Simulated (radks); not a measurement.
# Ag in [Ar] 3d10 4s2 4p5 4d10 5s1 5d1: an all-electron calculation

One table from this session's results is given with a row withheld; the runs are named, their logs left out.

Program: radks (a radial shooting solver on a logarithmic mesh, Libxc functionals) version 1. Level of theory: scalar-relativistic Kohn-Sham, PBE, spin-unpolarised, spherical densities, finite nucleus. These are calculated values, not measurements, unless marked.

### Starting point

```
element            : silver (Z = 47)
charge             : 0
electrons          : 47
configuration      : [Ar] 3d10 4s2 4p5 4d10 5s1 5d1
nuclear rms radius : 4.5454 fm
```

Outer shells as boxes (Hund's rule):

Ag
```
[Ar] core
3d [↑↓][↑↓][↑↓][↑↓][↑↓]
4s [↑↓]
4p [↑↓][↑↓][↑ ]
4d [↑↓][↑↓][↑↓][↑↓][↑↓]
5s [↑ ]
5d [↑ ][  ][  ][  ][  ]
```

The first run:

Settings of this run:

```text
Z 47
configuration [Ar] 3d10 4s2 4p5 4d10 5s1 5d1
relativity scalar-relativistic
functional pbe,pbe
spin unpolarised
nucleus finite rms 4.5454 fm
c 137.035999084
```

One of the session's tables, all rows but one given; the rest of the session is left out.

It belongs to the step «Radial structure». From the orbitals of this run (lengths in bohr):

| level | <r> | outermost maximum (interpolated) | 90 % within | nodes |
| --- | --- | --- | --- | --- |
| 1s | 0.03111 | 0.0202 | 0.0558 | 0 |
| 2s | 0.1349 | 0.114 | 0.208 | 1 |
| 2p | 0.1177 | 0.0911 | 0.192 | 0 |
| 3s | 0.3685 | 0.333 | 0.543 | 2 |
| 3p | 0.3675 | 0.326 | 0.553 | 1 |
| 3d | 0.3457 | 0.274 | 0.547 | 0 |
| 4s | 0.9071 | 0.821 | 1.32 | 3 |
| 4p | 0.9913 | 0.873 | 1.46 | 2 |
| 4d | 1.314 | 1.02 | 2.08 | 1 |
| 5s | ? | ? | ? | ? |
| 5d | 9.900 | 8.89 | 14.8 | 2 |

Q: Estimate the row for 5s from the others.

The run gave: <r>: 2.715; outermost maximum (interpolated): 2.29; 90 % within: 4.03; nodes: 4. In the column «<r>» it lies between 4d (1.314) and 5d (9.900).
